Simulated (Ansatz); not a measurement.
# FH₅NOSbSi: small, medium and large basis sets

An exercise on one series of results from a longer session: the logs are not shown, and one member is left open.

The runs use Ansatz 0.2.0, Gaussian basis; one geometry, several basis sets.

Plan: PBE0-D4/def2-SVP; ωB97M-V/def2-SVP; PBE0-D4/def2-QZVPP; ωB97M-V/def2-QZVPP; the functionals' def2-TZVPP values are taken from earlier runs.

**The relaxed structure**

All runs share one geometry, relaxed beforehand with PBE0-D4 in a triple-zeta def2 set. Sb takes the def2 core potential; no spin-orbit term is included.

SMILES `N[SiH](F)[O][SbH2]`, 10 atoms, charge 0, spin multiplicity 1.

Atoms are counted from 1 here; the program's logs count them from 0.

Bond lengths: N1–Si2 1.707 Å, N1–H6 1.007 Å, N1–H7 1.007 Å, Si2–F3 1.597 Å, Si2–O4 1.615 Å, Si2–H8 1.476 Å, O4–Sb5 1.982 Å, Sb5–H9 1.714 Å, Sb5–H10 1.718 Å. Angles: Si2–N1–H6 120.1°, Si2–N1–H7 120.8°, H6–N1–H7 111.3°, N1–Si2–F3 104.0°, N1–Si2–O4 109.6°, N1–Si2–H8 117.3°, F3–Si2–O4 112.4°, F3–Si2–H8 106.5°, O4–Si2–H8 107.1°, Si2–O4–Sb5 125.7°, O4–Sb5–H9 91.7°, O4–Sb5–H10 95.1°, H9–Sb5–H10 90.3°.

The first run:

Contents of in.yaml:

```yaml
crystal:
  periodic: [false, false, false]
  atoms:
    - {symbol: N, position_ang: [-1.023921, 0.851045, 0.813560]}
    - {symbol: Si, position_ang: [-1.026700, -0.436047, -0.308362]}
    - {symbol: F, position_ang: [-1.744119, 0.175856, -1.597846]}
    - {symbol: O, position_ang: [0.492248, -0.893953, -0.609639]}
    - {symbol: Sb, position_ang: [2.051953, 0.315641, -0.785116]}
    - {symbol: H, position_ang: [-1.769696, 1.528011, 0.807198]}
    - {symbol: H, position_ang: [-0.649380, 0.727236, 1.740283]}
    - {symbol: H, position_ang: [-1.782715, -1.650449, 0.056214]}
    - {symbol: H, position_ang: [3.118760, -1.007605, -1.007226]}
    - {symbol: H, position_ang: [2.416671, 0.339165, 0.893932]}
basis:
  gaussian: {orbitals: def2-SVP}
hamiltonian: {xc: pbe0, dispersion: d4}
output: {orbitals: {seedname: orbitals}}
```

Steps of the session up to this table: PBE0-D4 in def2-SVP; ωB97M-V in def2-SVP; PBE0-D4 in def2-QZVPP; ωB97M-V in def2-QZVPP.

One table of the session follows, with a row left open; its other results are not shown here.

It belongs to the step «Functionals by basis». 

```
functional       basis  HOMO (eV)
   PBE0-D4    def2-SVP      -7.32
   PBE0-D4  def2-TZVPP      -7.44
   PBE0-D4  def2-QZVPP      -7.47
   ωB97M-V    def2-SVP      -9.43
   ωB97M-V  def2-TZVPP          ?
   ωB97M-V  def2-QZVPP      -9.61
```

Q: Estimate the row for ωB97M-V, def2-TZVPP from the others.

The run gave: HOMO (eV): -9.58. In the column «HOMO (eV)» it lies between ωB97M-V, def2-QZVPP (-9.61) and ωB97M-V, def2-SVP (-9.43).
